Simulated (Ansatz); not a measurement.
# FGeH2O+ (SMILES [OH][GeH+][F]): single points off equilibrium

The task here is to estimate one member of a computed series from the others.

Program: Ansatz 0.2.0, Gaussian basis. Level of theory: single points in def2-TZVPP. These are calculated values, not measurements.

Correlated methods freeze the cores. Filled d shells of the heavier atoms are correlated. B3LYP uses VWN-RPA correlation.

### Starting geometry

SMILES `[OH][GeH+][F]`, 5 atoms, charge 1, spin multiplicity 1.

Atoms are counted from 1 here; the program's logs count them from 0.

Bond lengths: O1–Ge2 1.629 Å, O1–H4 1.089 Å, Ge2–F3 1.492 Å, Ge2–H5 1.327 Å. Angles: Ge2–O1–H4 138.5°, O1–Ge2–F3 107.9°, O1–Ge2–H5 133.4°, F3–Ge2–H5 118.7°.

As a file:

```xyz
5
FGeH2O
O    -0.9953   -0.4387   -0.2644
Ge    0.4366    0.2804    0.0279
F     0.5041    1.5211   -0.7978
H    -1.5200   -1.3528    0.0085
H     1.4535   -0.0060    0.8315
```

The first run:

Input file run/in.yaml:

```yaml
crystal:
  periodic: [false, false, false]
  atoms:
    - {symbol: O, position_ang: [-0.995300, -0.438700, -0.264400]}
    - {symbol: Ge, position_ang: [0.436600, 0.280400, 0.027900]}
    - {symbol: F, position_ang: [0.504100, 1.521100, -0.797800]}
    - {symbol: H, position_ang: [-1.520000, -1.352800, 0.008500]}
    - {symbol: H, position_ang: [1.453500, -0.006000, 0.831500]}
basis:
  gaussian: {orbitals: def2-TZVPP}
total_charge: 1
correlation: {method: ccsd_t}
output: {forces: true}
```

No record of the launch command was kept for these runs.

Steps of the session up to this table: CCSD(T)/def2-TZVPP; PBE0-D4/def2-TZVPP; wB97M-V/def2-TZVPP; r2SCAN-D4/def2-TZVPP; PBE-D4/def2-TZVPP; revPBE-D4/def2-TZVPP; B3LYP-D4/def2-TZVPP.

One table of the session follows, with a row left open; its other results are not shown here.

```
   method  RMS force component (eV/Å)  angle to CCSD(T) forces (°)
  CCSD(T)                       4.403                    reference
  PBE0-D4                       4.392                          1.1
  wB97M-V                       4.447                          0.6
r2SCAN-D4                           ?                            ?
   PBE-D4                       4.592                          3.5
revPBE-D4                       4.689                          4.1
 B3LYP-D4                       4.504                          1.3
```

Q: Estimate the row for r2SCAN-D4 from the others.

**Answer.** RMS force component (eV/Å): 4.378; angle to CCSD(T) forces (°): 0.7. In the column «RMS force component (eV/Å)» it is the lowest.
